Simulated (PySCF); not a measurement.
# H2O2Zn: the cost of one run

Programs: PySCF 2.14.0. All values are calculated, for the isolated system unless a continuum is named. Atoms count from 0, parts from 1.

## (1) The system as given

Each species was relaxed by itself at PBE0-D3(BJ)/def2-SVPD.

## (2) Energies of the species: wB97M-D3(BJ)/def2-TZVPD

Job settings and geometry (Å):

```
{"job": {"kind": "react", "xc": "wB97M-D3(BJ)", "basis": "def2-TZVPD"}, "charge": 0, "multiplicity": 1}
-1 H2O2Zn charge 0 multiplicity 1
O     -0.185910     1.663120     0.672710
Zn     0.000950    -0.039740     0.209750
O      0.188740    -1.793310     0.014270
H     -0.243960     2.322360    -0.022390
H      0.240160    -2.152430    -0.874350

-1 H2 charge 0 multiplicity 1
H      0.380260    -0.002310    -0.004980
H     -0.380260     0.002310     0.004980

+1 H2OZn charge 0 multiplicity 1
O     -0.102540     1.027040    -0.525720
Zn    -0.037080    -0.659550     0.049500
H      0.159900     1.755650     0.039850
H     -0.020280    -2.123140     0.436380

+1 H2O charge 0 multiplicity 1
O     -0.002260     0.389310    -0.008230
H     -0.761740    -0.199070     0.004860
H      0.764030    -0.190200     0.003350
```

Method: wB97M-D3(BJ)/def2-TZVPD reaction energy of separated species, gas phase.

Run with:

```
$ OMP_NUM_THREADS=1 python cluster_run.py task.json out
```

One launch serves the whole session: the jobs run in the order shown.

**Question.** How long does this first job take on 1 thread of Arm Neoverse N1, shared host, and how much memory does it need?

About 19 s, with a peak of 0.53 GiB.
